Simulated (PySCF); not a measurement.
**SrTl+: bond curves at several levels of theory**

An exercise on one series of results from a longer session: the logs are not shown, and one member is left open.

Method: Sr def2-SVP with ECP28, Tl def2-SVP with ECP60, scalar-relativistic core potentials; program: PySCF 2.14.0.

Set-up of the first run:

A driver script around PySCF takes these settings:

```
atoms                         : Sr, Tl
charge                        : 1
basis                         : Sr def2-SVP with ECP28, Tl def2-SVP with ECP60
Hamiltonian                   : scalar-relativistic core potentials
basis functions               : 49
electrons treated             : 30
masses in u                   : 87.9056, 204.9744
levels                        : PBE0, PBE, r²SCAN, LDA, MN15, M06, HF, MP2, SCS-MP2, CCSD, CCSD(T)
grid                          : 80 radial by 434 angular points
occupations                   : held fixed by the projection of orbital angular momentum
dissociation limit            : Sr+ + Tl, each in its ground configuration
starting distance in angstrom : 3.240
values of 2S to try           : 0, 2
```

Started as:

```bash
> OMP_NUM_THREADS=1 python dia.py task.json out
```

Among the steps run: Set-up; First curve: PBE0; Excited determinants; PBE; r²SCAN; LDA (local density); MN15; M06; RHF; MP2 and coupled cluster.

One table of the session follows, with a row left open; its other results are not shown here.

Energy (eV) from each level's lowest point:

| R (Å) | RHF | RHF-MP2 | RHF-SCS-MP2 | RHF-CCSD | RHF-CCSD(T) |
| --- | --- | --- | --- | --- | --- |
| 3.303 | 0.413 | 0.236 | 0.267 | n/a | n/a |
| 3.457 | 0.223 | 0.101 | 0.122 | 0.109 | 0.103 |
| 3.611 | 0.103 | 0.029 | 0.041 | 0.033 | 0.030 |
| 3.726 | ? | ? | ? | ? | ? |
| 3.841 | 0.015 | 0.000 | 0.000 | 0.000 | 0.000 |
| 3.956 | 0.000 | 0.010 | 0.004 | 0.008 | 0.009 |
| 4.110 | 0.001 | 0.040 | 0.027 | 0.035 | 0.038 |
| 4.302 | 0.025 | 0.094 | 0.073 | 0.087 | 0.091 |
| 4.532 | 0.075 | 0.172 | 0.143 | 0.162 | 0.169 |
| 4.840 | 0.160 | 0.284 | 0.245 | n/a | n/a |

Q: Estimate the row for R (Å) = 3.726 from the others.

Worked estimate for «RHF». A straight line through the neighbours (3.611, 0.103) and (3.841, 0.015) gives 0.103 + (0.015 − 0.103) × (3.726 − 3.611) / (3.841 − 3.611) = 0.059; a parabola fitted to 4 rows on both sides gives 0.047.

The run gave: RHF: 0.048; RHF-MP2: 0.005; RHF-SCS-MP2: 0.011; RHF-CCSD: 0.007; RHF-CCSD(T): 0.005. In «RHF» the line misses by +0.011 and the parabola by -0.001.
